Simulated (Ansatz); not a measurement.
# CH₅ClGe: small, medium and large basis sets

How large a basis does CH₅ClGe need? Two functionals are run in growing sets.

Computed with Ansatz 0.2.0, Gaussian basis. Level: one geometry, several basis sets.

Plan: PBE0-D4/def2-SVP; ωB97M-V/def2-SVP; PBE0-D4/def2-QZVPP; ωB97M-V/def2-QZVPP; the functionals' def2-TZVPP values are taken from earlier runs.

**1. Structure used throughout**

An earlier PBE0-D4/def2-TZVP relaxation fixed the geometry.

8 atoms, charge 0, spin multiplicity 1.

Atoms are counted from 1 here; the program's logs count them from 0.

Bond lengths: Cl1–C2 1.781 Å, C2–Ge3 1.966 Å, C2–H4 1.089 Å, C2–H5 1.089 Å, Ge3–H6 1.534 Å, Ge3–H7 1.534 Å, Ge3–H8 1.540 Å. Angles: Cl1–C2–Ge3 110.6°, Cl1–C2–H4 107.6°, Cl1–C2–H5 107.6°, Ge3–C2–H4 111.1°, Ge3–C2–H5 111.1°, H4–C2–H5 108.7°, C2–Ge3–H6 109.0°, C2–Ge3–H7 109.0°, C2–Ge3–H8 108.8°, H6–Ge3–H7 110.3°, H6–Ge3–H8 109.9°, H7–Ge3–H8 109.9°.

**2. PBE0-D4 in def2-SVP**

File in.yaml:

```yaml
crystal:
  periodic: [false, false, false]
  atoms:
    - {symbol: Cl, position_ang: [-2.198883, 0.330563, -0.379985]}
    - {symbol: C, position_ang: [-0.463809, 0.419203, -0.772490]}
    - {symbol: Ge, position_ang: [0.612070, -0.391004, 0.660306]}
    - {symbol: H, position_ang: [-0.312531, -0.100940, -1.717317]}
    - {symbol: H, position_ang: [-0.209398, 1.469641, -0.906612]}
    - {symbol: H, position_ang: [0.357079, 0.371364, 1.966755]}
    - {symbol: H, position_ang: [0.207443, -1.862423, 0.815885]}
    - {symbol: H, position_ang: [2.100230, -0.293501, 0.277659]}
basis:
  gaussian: {orbitals: def2-SVP}
hamiltonian: {xc: pbe0, dispersion: d4}
output: {orbitals: {seedname: orbitals}}
```

Command:

```
ansatz run in.yaml --threads 2 --pin off --events-out ev --progress --plain --max-ram 4352MiB
```

The runs that follow: ωB97M-V in def2-SVP; PBE0-D4 in def2-QZVPP; ωB97M-V in def2-QZVPP.

**Question.** What will the summary of the whole plan be? Wanted: PBE0-D4: double and triple zeta above quadruple; ωB97M-V: double and triple zeta above quadruple.

The runs gave:

```
                                       quantity           value
PBE0-D4: double and triple zeta above quadruple  14.39, 1.66 eV
ωB97M-V: double and triple zeta above quadruple  14.38, 1.63 eV
```

**Reading.** PBE0-D4 gains 12.73 eV from double to triple zeta, then 1.66 eV more. These are total energies; as a rule much of such shifts cancels in differences, which this series doesn't test. The LUMO of ωB97M-V is positive and keeps falling with the basis (2.50 to 1.42 eV): an unbound level that the basis holds in place.
